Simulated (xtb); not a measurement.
**One shape, several levels: InClF2 (SMILES [F][In]([F])[Cl])**

Aim: a comparison of 4 runs (GFN-FF, GFN0-xTB, GFN1-xTB, GFN2-xTB) of InClF2. 

Program for the calculation: xtb 6.7.1.

4 further runs of the same task are left out: 2 that didn't finish, 2 set aside as unsound or not needed.

### Step 1. The molecule

InClF2: 4 atoms, total charge 0, spin state singlet. As SMILES, `[F][In]([F])[Cl]`. The shape is that of a PBE0-D4/def2-TZVP optimisation.

Bond lengths: F1–In2 1.923 Å, In2–F3 1.923 Å, In2–Cl4 2.277 Å. Angles: F1–In2–F3 114.8°, F1–In2–Cl4 122.6°, F3–In2–Cl4 122.6°.

### Step 2. Energy and forces at GFN-FF (run 1)

Contents of struc.tmol:

```
$coord
      1.111536906505      1.161425676195      3.306264827645  f
      0.088250210020     -0.076533908047      0.047432125728  in
      1.571307272626     -3.251651742644     -0.911036964682  f
     -2.666214589234      2.052809489181     -2.480832456409  cl
$end
```

Launch:

```console
$ xtb struc.tmol --grad --gff > out.txt
```

What it wrote:

```text
* xtb version 6.7.1
[...]
         ::                     SUMMARY                     ::
         :::::::::::::::::::::::::::::::::::::::::::::::::::::
         :: total energy              -0.240261221112 Eh    ::
         :: gradient norm              0.025289386371 Eh/a0 ::
         ::.................................................::
         :: bond energy               -0.218452680880 Eh    ::
         :: angle energy               0.000150693722 Eh    ::
         :: torsion energy             0.000000000000 Eh    ::
         :: repulsion energy           0.019877916929 Eh    ::
         :: electrostat energy        -0.040651405192 Eh    ::
         :: dispersion energy         -0.001185745692 Eh    ::
         :: HB energy                  0.000000000000 Eh    ::
         :: XB energy                  0.000000000000 Eh    ::
         :: bonded atm energy          0.000000000000 Eh    ::
         :: external energy            0.000000000000 Eh    ::
         :: add. restraining           0.000000000000 Eh    ::
         :: total charge              -0.000000000000 e     ::
[...]
molecular dipole:
                 x           y           z       tot (Debye)
 q only:       -0.559       0.432      -0.513       2.217
           -------------------------------------------------
          | TOTAL ENERGY               -0.240261221112 Eh   |
          | GRADIENT NORM               0.025289386371 Eh/α |
           -------------------------------------------------
########################################################################
[WARNING] Runtime exception occurred
-1- gfnff_setup: Could not read topology file.
########################################################################
[...]
```

Standard error:

```text
normal termination of xtb
```

It took 0.018 s on 1 thread of Arm Neoverse N1, shared host.

### Step 3. Energy and forces at GFN0-xTB (run 2)

Contents of detailed.inp:

```
$chrg 0
$spin 0
$end
```

Contents of geom.xyz:

```xyz
4

F      0.58820     0.61460     1.74960
In     0.04670    -0.04050     0.02510
F      0.83150    -1.72070    -0.48210
Cl    -1.41090     1.08630    -1.31280
```

Launch:

```console
$ xtb geom.xyz --gfn 0 --input detailed.inp --grad > out.txt 2> xtb.err
```

What it wrote:

```text
* xtb version 6.7.1
[...]
          :  # basis functions                  28          :
[...]
          :  # electrons                        24          :
[...]
 Zeroth order Hamiltonian       ...        0 min,  0.000 sec ( 17.826%)
[...]
         ::                     SUMMARY                     ::
         :::::::::::::::::::::::::::::::::::::::::::::::::::::
         :: total energy             -13.392272374172 Eh    ::
         :: gradient norm              0.009263862685 Eh/a0 ::
         :: HOMO-LUMO gap              3.864345344642 eV    ::
         ::.................................................::
         :: H0 energy                -13.315009768048 Eh    ::
         :: repulsion energy           0.012590786992 Eh    ::
         :: electrostat energy        -0.089108985228 Eh    ::
         :: -> Gsolv                   0.000000000000 Eh    ::
         ::    -> Gsasa                0.000000000000 Eh    ::
         ::    -> Gshift               0.000000000000 Eh    ::
         :: dispersion energy         -0.000744407889 Eh    ::
         :: short-range corr.          0.000000000000 Eh    ::
         :: add. restraining           0.000000000000 Eh    ::
         :: total charge              -0.000000000000 e     ::
         :::::::::::::::::::::::::::::::::::::::::::::::::::::
[...]
        12        2.0000           -0.4419393             -12.0258 (HOMO)
        13                         -0.2999273              -8.1614 (LUMO)
[...]
          | TOTAL ENERGY              -13.392272374172 Eh   |
          | GRADIENT NORM               0.009263862685 Eh/α |
          | HOMO-LUMO GAP               3.864345344642 eV   |
           -------------------------------------------------
[...]
```

Standard error:

```text
normal termination of xtb
```

Run time: 0.026 s. Hardware: 1 thread of Arm Neoverse N1, shared host.

Run 3 isn't shown in full; the table further down has it.

### Step 4. Energy and gradient at GFN2-xTB (run 4)

Contents of input.inp:

```
$chrg 0
$spin 0
$end
```

Contents of mol.xyz:

```xyz
4

F      0.58820     0.61460     1.74960
In     0.04670    -0.04050     0.02510
F      0.83150    -1.72070    -0.48210
Cl    -1.41090     1.08630    -1.31280
```

Launch:

```console
$ xtb mol.xyz -I input.inp --grad --gfn 2 --json | tee run.log
```

What it wrote:

```text
* xtb version 6.7.1
[...]
          :  # basis functions                  28          :
[...]
          :  # electrons                        24          :
[...]
          :  Hamiltonian                  GFN2-xTB          :
[...]
          :  net charge                          0          :
          :  unpaired electrons                  0          :
[...]
   *** convergence criteria satisfied after 11 iterations ***
[...]
         ::                     SUMMARY                     ::
         :::::::::::::::::::::::::::::::::::::::::::::::::::::
         :: total energy             -15.341306796611 Eh    ::
         :: gradient norm              0.013292369460 Eh/a0 ::
         :: HOMO-LUMO gap              2.856275813077 eV    ::
         ::.................................................::
         :: SCC energy               -15.348896769851 Eh    ::
         :: -> isotropic ES            0.047305790462 Eh    ::
         :: -> anisotropic ES          0.002301866290 Eh    ::
         :: -> anisotropic XC         -0.001768207927 Eh    ::
         :: -> dispersion             -0.002024826922 Eh    ::
         :: repulsion energy           0.007589973241 Eh    ::
         :: add. restraining           0.000000000000 Eh    ::
         :: total charge              -0.000000000000 e     ::
         :::::::::::::::::::::::::::::::::::::::::::::::::::::
[...]
        12        2.0000           -0.4920273             -13.3887 (HOMO)
        13                         -0.3870611             -10.5325 (LUMO)
[...]
          | TOTAL ENERGY              -15.341306796611 Eh   |
          | GRADIENT NORM               0.013292369460 Eh/α |
          | HOMO-LUMO GAP               2.856275813077 eV   |
           -------------------------------------------------
[...]
```

Standard error:

```text
normal termination of xtb
```

It took 0.03 s on 1 thread of Arm Neoverse N1, shared host.

### Step 5. The series

```tsv
run	level	energy (Eh)	dipole moment (D)	dispersion energy (kJ/mol)	largest force (eV/Å)	wall time
1	GFN-FF	-0.240261	2.22	-3.11	0.956	0.018 s
2	GFN0-xTB	-13.392272	1.95	-1.95	0.366	0.026 s
3	GFN1-xTB	-16.121941	2.25	-2.26	0.559	0.026 s
4	GFN2-xTB	-15.341307	2.96	-5.32	0.451	0.03 s
```

### Step 6. Summary of results

| quantity | value |
| --- | --- |
| run 4: total energy | -15.34131 Eh |
| run 4: dipole moment | 2.96 D |
| run 4: HOMO energy | -13.39 eV |
| run 4: LUMO energy | -10.53 eV |
| run 4: HOMO–LUMO gap | 2.86 eV |
| run 4: dispersion energy | -5.32 kJ/mol |
| run 4: largest force on an atom | 0.451 eV/Å |
| run 4: mean polarisability (D4 model) | 61.8 bohr³ |

The dipole moment (its size) runs from 1.95 D (GFN0-xTB) to 2.96 D (GFN2-xTB). Over runs 2, 3, 4 the HOMO–LUMO gap runs from 2.86 eV (GFN2-xTB) to 4.28 eV (GFN1-xTB). Force-field and semi-empirical energies have zeros of their own, so their totals don't compare. All runs together took 0.1 s, the longest 0.03 s.
